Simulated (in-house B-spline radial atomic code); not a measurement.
# K⁵⁺: excited configurations

Aim: the energies of several excited configurations of K⁵⁺ above a reference configuration, each from its own self-consistent run.

Method: Dirac-Hartree-Fock, average of configuration, Fermi nucleus, basis-set limit. Code: in-house B-spline radial atomic code version 1.

### Step 1. The atom as given

| Property | Result |
| --- | --- |
| element | potassium (Z = 19) |
| charge | +5 |
| electrons | 14 |
| configuration | [Ne] 3s2 3p2 |
| Hamiltonian | Dirac-Coulomb |
| nucleus | Fermi, rms radius 3.435 fm |

The outer shells:

[Ne] 3s2 3p2
```
[Ne] core
3s [↑↓]
3p [↑ ][↑ ][  ]
```

The boxes draw the filling by Hund's rule, which heavy ions in jj coupling don't follow; these runs average over all states of the configuration.

Settings, as recorded:

```ini
Z = 19
electrons = 14.0
configuration = [Ne] 3s2 3p2
hamiltonian = dirac
method = hf
spin_polarised = False
nucleus = fermi
rms_radius = 3.4349
mass_number = 39
atomic_mass = 38.96370648482
speed_of_light = 137.035999084
```

This reference run was done before. Its total energy is -593.404348 hartree, and its levels are (the highest eight at most):

```tsv
orbital	occupation	energy (eV)	<r> (bohr)
1s1/2	2	-3741.19	0.08094
2s1/2	2	-483.26	0.3822
2p1/2	2	-401.43	0.3459
2p3/2	4	-398.42	0.3482
3s1/2	2	-116.11	1.147
3p1/2	0.666667	-98.041	1.199
3p3/2	1.33333	-97.658	1.204
```

### Step 2. [Ne] 3s1 3p2 5s1

Settings, as recorded:

```ini
Z = 19
electrons = 14.0
configuration = [Ne] 3s1 3p2 5s1
hamiltonian = dirac
method = hf
spin_polarised = False
nucleus = fermi
rms_radius = 3.4349
mass_number = 39
atomic_mass = 38.96370648482
speed_of_light = 137.035999084
```

### Step 3. Run with [He] 2s2 2p5 3s2 3p2 4s1

Changes to the settings of step 2:

```diff
@@ -2,3 +2,3 @@
 electrons = 14.0
-configuration = [Ne] 3s1 3p2 5s1
+configuration = [He] 2s2 2p5 3s2 3p2 4s1
 hamiltonian = dirac
```

### Step 4. Run with [He] 2s2 2p5 3s2 3p2 5g1

Changes to the settings of step 3:

```diff
@@ -2,3 +2,3 @@
 electrons = 14.0
-configuration = [He] 2s2 2p5 3s2 3p2 4s1
+configuration = [He] 2s2 2p5 3s2 3p2 5g1
 hamiltonian = dirac
```

### Step 5. Configuration [Ne] 3s2 3p1 6g1

Changes to the settings of step 4:

```diff
@@ -2,3 +2,3 @@
 electrons = 14.0
-configuration = [He] 2s2 2p5 3s2 3p2 5g1
+configuration = [Ne] 3s2 3p1 6g1
 hamiltonian = dirac
```

### Step 6. Configuration [Ne] 3s1 3p2 5f1

Changes to the settings of step 5:

```diff
@@ -2,3 +2,3 @@
 electrons = 14.0
-configuration = [Ne] 3s2 3p1 6g1
+configuration = [Ne] 3s1 3p2 5f1
 hamiltonian = dirac
```

### Step 7. [Ne] 3s2 3p1 4s1

Changes to the settings of step 6:

```diff
@@ -2,3 +2,3 @@
 electrons = 14.0
-configuration = [Ne] 3s1 3p2 5f1
+configuration = [Ne] 3s2 3p1 4s1
 hamiltonian = dirac
```

### Step 8. [Ne] 3s2 3p1 4p1

Changes to the settings of step 7:

```diff
@@ -2,3 +2,3 @@
 electrons = 14.0
-configuration = [Ne] 3s2 3p1 4s1
+configuration = [Ne] 3s2 3p1 4p1
 hamiltonian = dirac
```

### Step 9. Run with [Ne] 3s1 3p2 7s1

Changes to the settings of step 8:

```diff
@@ -2,3 +2,3 @@
 electrons = 14.0
-configuration = [Ne] 3s2 3p1 4p1
+configuration = [Ne] 3s1 3p2 7s1
 hamiltonian = dirac
```

Q: How far above the reference does each configuration lie (order and size, in eV)?

As calculated:

| net move | configuration | energy above the reference (eV) | with Breit, QED, recoil (eV) | largest <r> (bohr) |
| --- | --- | --- | --- | --- |
| 3p → 4s | [Ne] 3s2 3p1 4s1 | 46.900 | 46.891 | 2.48 |
| 3p → 4p | [Ne] 3s2 3p1 4p1 | 52.768 | 52.756 | 2.71 |
| 3p → 6g | [Ne] 3s2 3p1 6g1 | 83.740 | 83.721 | 7.31 |
| 3s → 5s | [Ne] 3s1 3p2 5s1 | 86.929 | 86.898 | 4.30 |
| 3s → 5f | [Ne] 3s1 3p2 5f1 | 95.610 | 95.574 | 5.09 |
| 3s → 7s | [Ne] 3s1 3p2 7s1 | 102.65 | 102.61 | 9.45 |
| 2p → 4s | [He] 2s2 2p5 3s2 3p2 4s1 | 341.15 | 340.99 | 2.42 |
| 2p → 5g | [He] 2s2 2p5 3s2 3p2 5g1 | 373.29 | 373.12 | 4.57 |

Quantum defects of the promoted electron, δ = n − ζ/√(−2ε) with ζ = 6 and ε its orbital energy in hartree:

| promotion | δ |
| --- | --- |
| 3p → 4s | 0.885 |
| 3p → 4p | 0.852 |
| 3p → 6g | 0.004 |
| 3s → 5s | 0.946 |
| 3s → 5f | 0.053 |
| 3s → 7s | 0.895 |
| 2p → 4s | 0.924 |
| 2p → 5g | 0.003 |

**Reading.** The energies run from 46.900 eV (3p → 4s) to 373.29 eV (2p → 5g). 3 of them lie more than 2 % above the ionisation threshold that Koopmans' theorem gives (97.658 eV), where such states can decay by emitting an electron. Of those tabulated, the defect is largest for 5s (0.95) and least for 5g (0.00): low angular momentum penetrates the core, high angular momentum stays outside it. Two partly filled shells share a symmetry and can mix in the average, which may lower the energy, for: 3p → 4p; 3s → 5s; 3s → 7s; 2p → 4s; 2p → 5g. These are averages over configurations, without correlation, not spectroscopic levels.
